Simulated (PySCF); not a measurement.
# F4GeH2Si: the cost of one run

The runs use PySCF 2.14.0, with density-fitted response routines of our own; the level of theory stands in each step. All values are computed, except where a source is named. Atoms are numbered from 0 throughout.

### 1 The starting structure

8 atoms, charge 0, multiplicity 1; geometry from: PBE0-D3(BJ)/def2-SVP.

Bonds of the start (Å): F0–Si1 1.62, Si1–Ge2 2.39, Ge2–F3 1.72, Ge2–F4 1.72, Ge2–F5 1.73, Si1–H6 1.48, Si1–H7 1.48.

### 2 Shielding tensors: HF/pcSseg-2

The job: settings as JSON, then the geometry in Å.

```
{"job": {"kind": "nmr", "xc": "HF", "basis": "pcSseg-2", "pop": false}, "charge": 0, "multiplicity": 1}
F     -1.811695    -1.433337     0.185942
Si    -1.263400     0.071417    -0.055165
Ge     1.117495    -0.042613     0.036752
F      1.768052    -0.617413     1.523780
F      1.830512    -1.029822    -1.180624
F      1.808599     1.522072    -0.187362
H     -1.739178     0.965153     1.029909
H     -1.656134     0.545172    -1.405745
```

Method: GIAO HF/pcSseg-2 NMR shielding, non-relativistic, gas phase.

Run with:

```bash
OMP_NUM_THREADS=1 python probes_run.py task.json out
```

The driver reads the jobs from task.json and runs them one after another.

Q: Estimate the wall time and peak memory of this first job on 1 thread of Arm Neoverse V1, shared host.

About 23 s, with a peak of 1.1 GiB.
